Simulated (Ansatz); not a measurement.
## NbCu: equation of state with PBE

NbCu:

```
CELL_PARAMETERS angstrom
0.00000 2.56221 2.56221
2.56221 0.00000 2.56221
2.56221 2.56221 0.00000
ATOMIC_POSITIONS crystal
Nb 0.00000 0.00000 0.00000
Cu 0.50000 0.50000 0.50000
```

The cell was built by a generator and needn't be a form met in nature.

| Item | Value |
| --- | --- |
| Program | Ansatz 0.2.0 |
| Task | equation of state |
| Functional | PBE |
| Potentials or basis | Ansatz PAW |
| Cutoff | 420 eV |
| Density cutoff | 1680 eV |
| k mesh | 9 × 9 × 9 |
| Occupations | fermi-dirac, width 0.05 eV |
| Spin | no spin polarisation |

```
Equilibrium volume                      : 16.82 Å³/atom
Bulk modulus                            : 144 GPa
Pressure derivative of the bulk modulus : 4.5
```

Energy against volume, from the lowest point:
```tsv
volume (Å³/atom)	energy (meV/atom)
15.811	30.44
16.148	13.03
16.484	3.14
16.821	0.00
17.157	2.92
17.494	11.25
17.830	24.43
```

All runs of the series together: 6.8 s on 2 threads of Arm Neoverse V1, on a shared host.
